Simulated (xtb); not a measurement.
**CH7OSbSi (SMILES [SiH3]C[O][SbH2]) at 3 levels**

We compute a comparison of 3 runs (GFN2-xTB, GFN0-xTB, GFN1-xTB) of CH7OSbSi. 

Program for the calculation: xtb 6.7.1.

2 further runs of the same task are left out: 2 set aside as unsound or not needed.

### Step 1. The structure to begin with

CH7OSbSi has 11 atoms, charge 0, and is taken as a singlet. SMILES: `[SiH3]C[O][SbH2]`. Geometry: relaxed at PBE0-D4/def2-TZVP. This is one conformer, not always the lowest.

Bond lengths: Si1–C2 1.892 Å, C2–O3 1.419 Å, O3–Sb4 1.977 Å, Si1–H5 1.485 Å, Si1–H6 1.489 Å, Si1–H7 1.491 Å, C2–H8 1.101 Å, C2–H9 1.096 Å, Sb4–H10 1.710 Å, Sb4–H11 1.717 Å. Some angles: Si1–C2–O3 111.1°, C2–O3–Sb4 118.2°, Si1–C2–H8 109.9°, Si1–C2–H9 109.9°, O3–C2–H8 112.5°, O3–C2–H9 107.4°, C2–Si1–H5 110.5°, C2–Si1–H6 111.0°, C2–Si1–H7 108.3°, O3–Sb4–H10 92.0°.

### Step 2. Energy and gradient at GFN2-xTB (run 1)

struc.tmol reads:

```
$coord
     -1.946984826202      2.415069987272     -0.175366584365  si
      0.381535704562      0.635892840937      1.874608315629  c
      0.588838660433     -1.923552222257      1.103033138944  o
      2.943626384330     -2.741047743770     -1.679777552180  sb
     -4.493390779135      1.246274379191     -0.015306781609  h
     -2.103454149321      5.119646016836      0.588082769984  h
     -1.060136355915      2.276364089724     -2.846305488911  h
      2.215703881124      1.618361453130      1.878198795266  h
     -0.264561657448      0.637782567061      3.843324992264  h
      3.204975507365     -5.812230641511     -0.706379625385  h
      0.657246746145     -3.580275115716     -3.824994648855  h
$end
```

Started as:

```
xtb struc.tmol --grad --json -P 1 > out.txt 2> xtb.err
```

The log of the run:

```text
* xtb version 6.7.1
[...]
          :  # basis functions                  35          :
[...]
          :  # electrons                        26          :
[...]
          :  Hamiltonian                  GFN2-xTB          :
[...]
          :  net charge                          0          :
          :  unpaired electrons                  0          :
[...]
   *** convergence criteria satisfied after 12 iterations ***
[...]
         ::                     SUMMARY                     ::
         :::::::::::::::::::::::::::::::::::::::::::::::::::::
         :: total energy             -13.703398857094 Eh    ::
         :: gradient norm              0.024235651304 Eh/a0 ::
         :: HOMO-LUMO gap              4.378326053281 eV    ::
         ::.................................................::
         :: SCC energy               -13.783587405745 Eh    ::
         :: -> isotropic ES            0.051835492740 Eh    ::
         :: -> anisotropic ES          0.000296720324 Eh    ::
         :: -> anisotropic XC          0.001295435674 Eh    ::
         :: -> dispersion             -0.007679336216 Eh    ::
         :: repulsion energy           0.080188548651 Eh    ::
         :: add. restraining           0.000000000000 Eh    ::
         :: total charge               0.000000000000 e     ::
         :::::::::::::::::::::::::::::::::::::::::::::::::::::
[...]
        13        2.0000           -0.3788453             -10.3089 (HOMO)
        14                         -0.2179448              -5.9306 (LUMO)
[...]
     #   Z          covCN         q      C6AA      α(0)
     1  14 si       3.616     0.448    99.166    19.114
     2   6 c        3.721    -0.002    20.735     6.504
     3   8 o        1.636    -0.419    21.227     6.219
     4  51 sb       2.806     0.360   358.993    36.076
     5   1 h        0.912    -0.079     4.871     3.452
     6   1 h        0.910    -0.102     5.654     3.720
     7   1 h        0.910    -0.098     5.490     3.665
     8   1 h        0.923    -0.012     3.272     2.829
     9   1 h        0.924     0.016     2.793     2.613
    10   1 h        0.937    -0.048     4.045     3.144
    11   1 h        0.935    -0.065     4.465     3.304
[...]
     #   Z sym  total        # sym  WBO       # sym  WBO       # sym  WBO
 ---------------------------------------------------------------------------
     1  14 si   3.586 --     5 h    0.901     6 h    0.891     7 h    0.889
                             2 c    0.879
     2   6 c    3.923 --     3 o    1.003     8 h    0.985     9 h    0.978
                             1 si   0.879
     3   8 o    2.173 --     4 sb   1.086     2 c    1.003
     4  51 sb   2.976 --     3 o    1.086    10 h    0.938    11 h    0.934
     5   1 h    0.994 --     1 si   0.901
     6   1 h    0.989 --     1 si   0.891
     7   1 h    0.990 --     1 si   0.889
     8   1 h    1.000 --     2 c    0.985
     9   1 h    1.000 --     2 c    0.978
    10   1 h    0.998 --     4 sb   0.938
    11   1 h    0.996 --     4 sb   0.934
[...]
molecular dipole:
                 x           y           z       tot (Debye)
 q only:        0.385       0.557      -0.610
   full:        0.567       0.514      -0.193       2.007
molecular quadrupole (traceless):
[...]
          | TOTAL ENERGY              -13.703398857094 Eh   |
          | GRADIENT NORM               0.024235651304 Eh/α |
          | HOMO-LUMO GAP               4.378326053281 eV   |
           -------------------------------------------------
[...]
```

Standard error:

```text
normal termination of xtb
```

It took 0.038 s on 1 thread of Intel Xeon 6975P-C (Granite Rapids), shared host.

### Step 3. Energy and forces at GFN0-xTB (run 2)

.CHRG reads:

```
0
```

.UHF reads:

```
0
```

struc.xyz reads:

```xyz
11
CH7OSbSi
Si    -1.030300     1.278000    -0.092800
C      0.201900     0.336500     0.992000
O      0.311600    -1.017900     0.583700
Sb     1.557700    -1.450500    -0.888900
H     -2.377800     0.659500    -0.008100
H     -1.113100     2.709200     0.311200
H     -0.561000     1.204600    -1.506200
H      1.172500     0.856400     0.993900
H     -0.140000     0.337500     2.033800
H      1.696000    -3.075700    -0.373800
H      0.347800    -1.894600    -2.024100
```

Started as:

```
xtb struc.xyz --gfn 0 --grad > xtb.out 2> xtb.err
```

The log of the run:

```text
* xtb version 6.7.1
[...]
          :  # basis functions                  42          :
[...]
          :  # electrons                        26          :
[...]
 Zeroth order Hamiltonian       ...        0 min,  0.000 sec ( 15.179%)
[...]
         ::                     SUMMARY                     ::
         :::::::::::::::::::::::::::::::::::::::::::::::::::::
         :: total energy             -13.713705256718 Eh    ::
         :: gradient norm              0.026735746336 Eh/a0 ::
         :: HOMO-LUMO gap              3.785624555585 eV    ::
         ::.................................................::
         :: H0 energy                -13.724443663176 Eh    ::
         :: repulsion energy           0.090906619956 Eh    ::
         :: electrostat energy        -0.064572319394 Eh    ::
         :: -> Gsolv                   0.000000000000 Eh    ::
         ::    -> Gsasa                0.000000000000 Eh    ::
         ::    -> Gshift               0.000000000000 Eh    ::
         :: dispersion energy         -0.002961039588 Eh    ::
         :: short-range corr.         -0.012634854516 Eh    ::
         :: add. restraining           0.000000000000 Eh    ::
         :: total charge               0.000000000000 e     ::
         :::::::::::::::::::::::::::::::::::::::::::::::::::::
[...]
        13        2.0000           -0.3982428             -10.8367 (HOMO)
        14                         -0.2591236              -7.0511 (LUMO)
[...]
     #   Z          covCN         q      C6AA      α(0)
     1  14 Si       3.616     0.476   138.765    21.821
     2   6 C        3.721    -0.174    26.834     7.485
     3   8 O        1.636    -0.405    20.796     6.168
     4  51 Sb       2.806     0.343   396.297    37.472
     5   1 H        0.912    -0.095     5.396     3.634
     6   1 H        0.910    -0.117     6.197     3.894
     7   1 H        0.910    -0.109     5.900     3.800
     8   1 H        0.923     0.063     2.161     2.299
     9   1 H        0.924     0.095     1.829     2.115
    10   1 H        0.937    -0.035     3.732     3.020
    11   1 H        0.935    -0.043     3.930     3.099
[...]
     #   Z sym  total        # sym  WBO       # sym  WBO       # sym  WBO
 ---------------------------------------------------------------------------
     1  14 Si   3.752 --     2 C    0.957     5 H    0.887     6 H    0.887
                             7 H    0.882
     2   6 C    3.871 --     3 O    0.977     1 Si   0.957     9 H    0.943
                             8 H    0.941
     3   8 O    2.125 --     4 Sb   1.036     2 C    0.977
     4  51 Sb   2.936 --     3 O    1.036    10 H    0.939    11 H    0.933
     5   1 H    0.908 --     1 Si   0.887
     6   1 H    0.907 --     1 Si   0.887
     7   1 H    0.905 --     1 Si   0.882
     8   1 H    0.989 --     2 C    0.941
     9   1 H    1.006 --     2 C    0.943
    10   1 H    0.956 --     4 Sb   0.939
    11   1 H    0.955 --     4 Sb   0.933
[...]
          | TOTAL ENERGY              -13.713705256718 Eh   |
          | GRADIENT NORM               0.026735746336 Eh/α |
          | HOMO-LUMO GAP               3.785624555585 eV   |
           -------------------------------------------------
[...]
```

Standard error:

```text
normal termination of xtb
```

It took 0.034 s on 1 thread of Intel Xeon 6975P-C (Granite Rapids), shared host.

### Step 4. Energy and forces at GFN1-xTB (run 3)

input.xyz reads:

```xyz
11

Si    -1.030300     1.278000    -0.092800
C      0.201900     0.336500     0.992000
O      0.311600    -1.017900     0.583700
Sb     1.557700    -1.450500    -0.888900
H     -2.377800     0.659500    -0.008100
H     -1.113100     2.709200     0.311200
H     -0.561000     1.204600    -1.506200
H      1.172500     0.856400     0.993900
H     -0.140000     0.337500     2.033800
H      1.696000    -3.075700    -0.373800
H      0.347800    -1.894600    -2.024100
```

Started as:

```
xtb input.xyz -u 0 --json --grad --gfn 1 > xtb.out
```

The log of the run:

```text
* xtb version 6.7.1
[...]
          :  # basis functions                  42          :
[...]
          :  # electrons                        26          :
[...]
          :  Hamiltonian                  GFN1-xTB          :
[...]
          :  net charge                          0          :
          :  unpaired electrons                  0          :
[...]
   *** convergence criteria satisfied after 10 iterations ***
[...]
         ::                     SUMMARY                     ::
         :::::::::::::::::::::::::::::::::::::::::::::::::::::
         :: total energy             -14.952782687430 Eh    ::
         :: gradient norm              0.040388464632 Eh/a0 ::
         :: HOMO-LUMO gap              4.785512134843 eV    ::
         ::.................................................::
         :: SCC energy               -15.030466016757 Eh    ::
         :: -> electrostatic           0.062528746406 Eh    ::
         :: repulsion energy           0.081654726100 Eh    ::
         :: dispersion energy         -0.003971396773 Eh    ::
         :: halogen bond corr.         0.000000000000 Eh    ::
         :: add. restraining           0.000000000000 Eh    ::
         :: total charge              -0.000000000000 e     ::
         :::::::::::::::::::::::::::::::::::::::::::::::::::::
[...]
        13        2.0000           -0.4091547             -11.1337 (HOMO)
        14                         -0.2332904              -6.3482 (LUMO)
[...]
     #   Z sym  total        # sym  WBO       # sym  WBO       # sym  WBO
 ---------------------------------------------------------------------------
     1  14 Si   4.054 --     2 C    1.047     5 H    0.934     6 H    0.931
                             7 H    0.928     3 O    0.103
     2   6 C    3.871 --     1 Si   1.047     8 H    0.940     9 H    0.931
                             3 O    0.920
     3   8 O    2.155 --     4 Sb   1.070     2 C    0.920     1 Si   0.103
     4  51 Sb   3.004 --     3 O    1.070    10 H    0.975    11 H    0.971
     5   1 H    0.991 --     1 Si   0.934
     6   1 H    0.990 --     1 Si   0.931
     7   1 H    0.990 --     1 Si   0.928
     8   1 H    1.010 --     2 C    0.940
     9   1 H    1.015 --     2 C    0.931
    10   1 H    1.001 --     4 Sb   0.975
    11   1 H    1.001 --     4 Sb   0.971
[...]
          | TOTAL ENERGY              -14.952782687430 Eh   |
          | GRADIENT NORM               0.040388464632 Eh/α |
          | HOMO-LUMO GAP               4.785512134843 eV   |
           -------------------------------------------------
[...]
```

Standard error:

```text
normal termination of xtb
```

It took 0.038 s on 1 thread of Intel Xeon 6975P-C (Granite Rapids), shared host.

### Step 5. All runs side by side

```tsv
run	level	energy (Eh)	dipole moment (D)	HOMO energy (eV)	LUMO energy (eV)	wall time
1	GFN2-xTB	-13.703399	2.01	-10.31	-5.93	0.038 s
2	GFN0-xTB	-13.713705	4.45	-10.84	-7.05	0.034 s
3	GFN1-xTB	-14.952783	3.85	-11.13	-6.35	0.038 s
```

### Step 6. Summary of results

```
                       quantity          value
            run 3: total energy   -14.95278 Eh
           run 3: dipole moment         3.85 D
             run 3: HOMO energy      -11.13 eV
             run 3: LUMO energy       -6.35 eV
           run 3: HOMO–LUMO gap        4.79 eV
       run 3: dispersion energy  -10.43 kJ/mol
run 3: largest force on an atom     1.111 eV/Å
```

The dipole moment (its size) runs from 2.01 D (GFN2-xTB) to 4.45 D (GFN0-xTB). The HOMO–LUMO gap runs from 3.79 eV (GFN0-xTB) to 4.79 eV (GFN1-xTB). Force-field and semi-empirical energies have zeros of their own, so their totals don't compare. All runs together took 0.11 s, the longest 0.038 s.
